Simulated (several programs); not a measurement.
**Many methods on one cell: SnSe₂ (CdI2 type)**

Measured values to be reproduced:
- volume: 25.92 Å³ an atom (from the lattice constants; a; “Temperature Dependent Excitonic Transition Energy and Enhanced Electron-Phonon Coupling in Layered Ternary SnS2-xSex Semiconductors with Fully Tunable Stoichiometry”; a from HRTEM images, limited precision; measurement temperature not stated; 2021; pmc:8069899)

SnSe₂, CdI2 type, relaxed with r2SCAN+rVV10 in Ansatz, was computed with several methods. Space group P-3m1 (No. 164), trigonal; a = 3.825 Å, c = 6.227 Å in the conventional setting, 26.30 Å³ an atom. Sn has 6 Se at 2.71 Å; Se has 3 Sn at 2.71 Å. Spin-unpolarised throughout.

```xyz
3
Lattice="3.8251 0.0000 0.0000 -1.9126 3.3127 0.0000 0.0000 0.0000 6.2271" Properties=species:S:1:pos:R:3 pbc="T T T"
Sn    0.0000    0.0000    0.0000
Se    0.0000    2.2085    1.5759
Se    1.9126    1.1042    4.6511
```

Gaps and times are for a single point on this cell; volume and bulk modulus come from each method's own relaxation or energy curve at fixed shape, which is too stiff where a cell has free coordinates or axes. Times are rough, from shared hosts (Arm Neoverse V1; Intel Xeon 6975P-C; NVIDIA H100 80GB HBM3), and each method has its own mesh and cell size. A dagger marks a closed or tiny gap in a crystal that DFT finds insulating: a failure of the method or a wrong SCF state. A double dagger marks a value from a curve with shape and coordinates held. PM6 (MOPAC), PM7 (MOPAC), GFN1-xTB (tblite), GFN2-xTB (tblite) treat a cluster of cells at its zone centre, which samples few k points: where these miss a band edge, the gap comes out too large for that reason alone. Gaps from k meshes are read at a limited set of points (mesh, symmetry points, PBE's band edges), so each method's own least gap may be somewhat smaller. xTB and the PM methods were fitted mostly to molecules, and can miss a solid's gap by electronvolts. Minimal bases can be far off for gaps. Times of the plane-wave ladder aren't listed, since it ran on unlike processors and cards. Curves at held shape can't give the bulk modulus of a layered or molecular crystal, so none is listed. GLLB-SC's gap includes the derivative discontinuity. G0W0 is at finite bands, cutoff and mesh. d marks a direct gap, i an indirect one (no mark: not told apart), a dash a value that wasn't computed or didn't pass its checks.

```csv
method,kind,gap (eV),own volume (Å³/atom),bulk modulus (GPa),atoms computed,processor time
PBE-D3(BJ),semilocal,–,25.54,–,3,–
r2SCAN+rVV10,semilocal,–,26.30,–,3,–
PBE-D4,semilocal,–,25.50,–,3,–
light PBE (260 eV and a coarse mesh),light plane-wave,0.62 i,–,–,3,0.83 s
PM7 (MOPAC),semi-empirical,4.24,24.81‡,–,cluster,1.4 s
PM6 (MOPAC),semi-empirical,4.05,–,–,cluster,1.5 s
GFN1-xTB (tblite),tight binding,1.22,24.08‡,–,cluster,2.4 s
PBE,semilocal,0.63 i,–,–,3,–
PBE/SZV (CP2K),small basis,0.99 i,–,–,3,6.4 s
PBE/single zeta (GPAW),small basis,0.72 i,–,–,3,7.4 s
r2SCAN,semilocal,0.92 i,–,–,3,–
LDA,semilocal,0.48 i,–,–,3,–
PBE/DZVP (CP2K),small basis,0.58 i,28.05‡,–,3,14 s
GLLB-SC (GPAW),model potential,1.34,–,–,3,15 s
GFN2-xTB (tblite),tight binding,0.18†,–,–,cluster,16 s
G0W0@r2SCAN (180 eV screening cutoff),many-body,1.32,–,–,3,–
G0W0@HSE06 (180 eV screening cutoff),many-body,1.51,–,–,3,–
G0W0@PBE0 (180 eV screening cutoff),many-body,1.68,–,–,3,–
PBE+SOC,semilocal,0.60 i,–,–,3,–
G0W0@PBE (260 eV screening cutoff),many-body,1.13,–,–,3,–
HSE06,hybrid,1.30 i,–,–,3,–
PBE0,hybrid,1.95 i,–,–,3,–
Hartree-Fock,exact exchange,6.57 i,–,–,3,–
r2SCANh,hybrid,1.39 i,–,–,3,–
DDH-PBE0,hybrid,1.10 i,–,–,3,–
HSE06+SOC,hybrid,1.24 i,–,–,3,–
```

Against HSE06 (1.30 eV) and with closed or daggered gaps left aside, the nearest gap at the points sampled is that of G0W0@r2SCAN (180 eV screening cutoff) (+0.02 eV) and the farthest that of Hartree-Fock (+5.27 eV). HSE06 is only a yardstick of convenience, and nearness to it can be luck.

Comparison with experiment:
- Volume, measured 25.92 Å³ an atom: PBE-D3(BJ) -1.4 %, r2SCAN+rVV10 +1.5 %, PBE-D4 -1.6 %.
The calculations are for a static lattice; samples hold vibrations, temperature and, in optical gaps, excitons. A measured value is shown where most reports agree with it, and only for the quantities listed.

Only the rows marked +SOC include spin-orbit coupling.
